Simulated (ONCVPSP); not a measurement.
# Silicon: generating and testing an ONCV potential

Task: generate the file, and judge it by its errors in other configurations, its logarithmic derivatives, its ghosts and its cutoff.

Method: ONCVPSP 4.0.1.1 (patched build), PBE, scalar-relativistic.

### 1 The design

The settings as typed:

- element: silicon (Si, Z = 14)
- type: optimised norm-conserving Vanderbilt (ONCV)
- frozen core: [Ne]
- valence charge: 4
- reference configuration: 3s2 3p1 (charge +1)
- partial waves: 3s: rc 1.90 bohr, ncon 5, nbas 8, qcut 4.2 1/bohr, 2 projectors, debl 1.7 Ha; 3p: rc 2.05 bohr, ncon 4, nbas 7, qcut 3.3 1/bohr, 1 projector; d scattering state at 0.41 Ha: rc 2.05 bohr, ncon 3, nbas 6, qcut 5.6 1/bohr, 2 projectors, debl 2.7 Ha
- local potential: polynomial inside 1.35 bohr (lpopt 2, dvloc0 1 Ha)
- core correction: Teter function, fcfact 4.5, rcfact 1.35

### 2 The generation run

The input, Si.dat:

```
# ATOM AND REFERENCE CONFIGURATION
# atsym  z   nc   nv     iexc    psfile
  Si 14.00    3    2        4      upf
#
#   n    l    f
    1    0    2.00
    2    0    2.00
    2    1    6.00
    3    0    2.00
    3    1    1.00
#
# PSEUDOPOTENTIAL AND OPTIMIZATION
# lmax
    2
#
#   l,   rc,      ep,       ncon, nbas, qcut
    0    1.90    0.00    5    8    4.20
    1    2.05    0.00    4    7    3.30
    2    2.05    0.41    3    6    5.60
#
# LOCAL POTENTIAL
# lloc, lpopt,  rc(5),   dvloc0
    4    2    1.35    1.00
#
# VANDERBILT-KLEINMAN-BYLANDER PROJECTORs
# l, nproj, debl
    0    2    1.70
    1    1    0.50
    2    2    2.70
#
# MODEL CORE CHARGE
# icmod, fcfact, rcfact
    3    4.50    1.35
#
# LOG DERIVATIVE ANALYSIS
# epsh1, epsh2, depsh
   -2.00    5.00    0.02
#
# OUTPUT GRID
# rlmax, drl
    6.00    0.01
#
# TEST CONFIGURATIONS
# ncnf
    4
# nvcnf
#   n    l    f
    2
    3    0    2.00
    3    1    2.00
#
    2
    3    0    2.00
    3    1    0.00
#
    2
    3    0    1.00
    3    1    0.00
#
    2
    3    0    0.00
    3    1    4.00
#
```

Command:

```
oncvpsp.x < Si.dat > Si.out
```

What does the calculation give? Wanted: cutoffs for 1 and 0.1 mHa per electron, occupied waves; bound ghosts; GHOST(+) flags; largest test error; largest phase difference near zero energy, channels read; rms error of d²Exc/dn², without and with the model core.

As calculated:

| quantity | value |
| --- | --- |
| cutoffs for 1 and 0.1 mHa per electron, occupied waves | 8.1 Ha and 17 Ha |
| bound ghosts | d at -2.40 eV |
| GHOST(+) flags | none at low energy |
| largest test error (AE − PS) | +32 meV, for 3s1 3p0 |
| largest phase difference near zero energy, channels read | 3.143 rad |
| rms error of d²Exc/dn², without and with the model core | 2.28 and 0.07 mHa |

A bound ghost (d) makes it unfit for use: electrons can fall into a state that the atom doesn't have. By total energies transferability is fair: the largest error is 32 meV on 50.0 eV, for 3s1 3p0. That test lies far up in energy; among those under 40 eV, nearer to bonding, the largest error is 3.2 meV. By its cutoff, 8.1 Ha for the looser tolerance, it is soft on the atom at that tolerance. At the looser tolerance the 3s wave is the slowest; 3p needs 3 Ha. That counts occupied waves only; other projectors can need more. Of the channels read, d scatters worst near zero energy, by up to 3.14 rad. A step near π is an extra or missing state, not a misfit of shape. The pseudo curves have a pole with no partner nearby in the atom's: d at -0.09 Ha.
